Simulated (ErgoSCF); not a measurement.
**One shape, several levels: GaH2F (SMILES [H][Ga]([H])[F])**

Aim: a comparison of 3 runs (HF/def2-SVP, HF/def2-TZVP, PBE0/def2-SVP) of GaH2F. 

The calculation is run with ErgoSCF 3.8.

## (1) The system as given

The species is GaH2F (4 atoms), meant as a singlet with charge 0. As SMILES, `[H][Ga]([H])[F]`. The shape comes from GFN2-xTB, which is rough for such elements, and wasn't checked as a minimum.

Bond lengths: Ga1–F4 1.732 Å, Ga1–H2 1.543 Å, Ga1–H3 1.543 Å. Angles: H2–Ga1–F4 115.6°, H3–Ga1–F4 115.6°, H2–Ga1–H3 128.8°.

## (2) A single-point energy at HF/def2-SVP (run 1)

ergo.in

```
set_nthreads(1)
molecule_inline
Ga     0.09681067     0.16111805     0.00149288
H      2.99880639    -0.11330798     0.02621050
H     -1.50699989     2.59569001    -0.03586700
F     -1.58863606    -2.64350008     0.00814472
EOF
scf.use_diagonalization = 1
basis = "def2-SVP"
scf.output_mulliken_pop = 1
spin_polarization = 0
tmpdir = "."
scf.max_number_of_iterations = 120
run "HF"
```

The basis set def2-SVP is read from a file made from the Basis Set Exchange's data (not shown).

On the command line:

```console
$ ergo < ergo.in
```

The program printed:

```text
[...]
INSC SCF_general constructor, number of basis functions: 56
[...]
INSC Energy   1 =      -1099.54994204816
[...]
INDE E_LUMO =          0.04577633328
[...]
INSC Energy  17 =      -2023.54718785606  ( diff     -0.000000000002274 )
[...]
RESC CONVERGED after  17 iterations.
RESC FINAL ENERGY:      -2023.54718785606
[...]
INSC SCF: dipole_moment_x [atomic units] =       0.45877554
INSC SCF: dipole_moment_y [atomic units] =       0.76349295
INSC SCF: dipole_moment_z [atomic units] =       0.00069688
[...]
```

Run time: 12 s. Hardware: 1 thread of Arm Neoverse V2, shared host; peak memory 0.26 GiB.

## (3) A single-point energy at HF/def2-TZVP (run 2)

input.xyz

```xyz
4
FGaH2
Ga     0.051230     0.085260     0.000790
H      1.586900    -0.059960     0.013870
H     -0.797470     1.373580    -0.018980
F     -0.840670    -1.398880     0.004310
```

run.inp

```
# FGaH2
set_nthreads(1)
molecule "input.xyz"
scf.use_diagonalization = 1
tmpdir = "."
scf.output_mulliken_pop = 1
basis = "def2-TZVP"
scf.max_number_of_iterations = 120
run "HF"
```

The basis set def2-TZVP is read from a file made from the Basis Set Exchange's data (not shown).

On the command line:

```console
$ ergo run.inp
```

The program printed:

```text
[...]
INSC SCF_general constructor, number of basis functions: 91
[...]
INSC Energy   1 =       -783.32776886547
[...]
INDE E_LUMO =          0.04120374174
[...]
INSC Energy  18 =      -2023.92512224403  ( diff      0.000000000000455 )
[...]
RESC CONVERGED after  18 iterations.
RESC FINAL ENERGY:      -2023.92512224403
[...]
INSC SCF: dipole_moment_x [atomic units] =       0.44604127
INSC SCF: dipole_moment_y [atomic units] =       0.74229272
INSC SCF: dipole_moment_z [atomic units] =       0.00063152
[...]
```

It took 68 s on 1 thread of Arm Neoverse V2, shared host; peak memory 0.26 GiB.

## (4) The energy at PBE0/def2-SVP (run 3)

ergo.in

```
# FGaH2
set_nthreads(1)
XC.sparse_mode = 0
XC.angint = 41
scf.output_mulliken_pop = 1
scf.use_diagonalization = 1
scf.max_number_of_iterations = 120
basis = "def2-SVP"
XC.radint = 1e-11
tmpdir = "."
molecule_inline Angstrom
Ga       0.051230       0.085260       0.000790
H        1.586900      -0.059960       0.013870
H       -0.797470       1.373580      -0.018980
F       -0.840670      -1.398880       0.004310
EOF
run "PBE0"
```

The basis set def2-SVP is read from a file made from the Basis Set Exchange's data (not shown).

On the command line:

```console
$ ergo < ergo.in
```

The program printed:

```text
[...]
INDF Weighted mixed functional:
[...]
INSC Energy   1 =      -1111.66125617283
[...]
INDE E_LUMO =         -0.05453258650
[...]
INSC Energy  27 =      -2025.23975966723  ( diff      0.000000000002728 )
[...]
RESC CONVERGED after  27 iterations.
RESC FINAL ENERGY:      -2025.23975966723
[...]
INSC SCF: dipole_moment_x [atomic units] =       0.39044764
INSC SCF: dipole_moment_y [atomic units] =       0.64975177
INSC SCF: dipole_moment_z [atomic units] =       0.00033578
[...]
```

Wall time 23 s (1 thread of Arm Neoverse V2, shared host); peak memory 0.26 GiB.

## (5) The series

```csv
run,level,integration grid,radint,energy (Eh),dipole moment (D),wall time
1,HF/def2-SVP,–,–,-2023.547188,2.26,12 s
2,HF/def2-TZVP,–,–,-2023.925122,2.20,68 s
3,PBE0/def2-SVP,Turbo,1e-11,-2025.239760,1.93,23 s
```

## (6) Outcome

| quantity | value |
| --- | --- |
| run 3: total energy | -2025.23976 Eh |
| run 3: dipole moment | 1.93 D |

The dipole moment (its size) runs from 1.93 D (PBE0/def2-SVP) to 2.26 D (HF/def2-SVP). All runs together took 1.7 min, the longest 68 s.
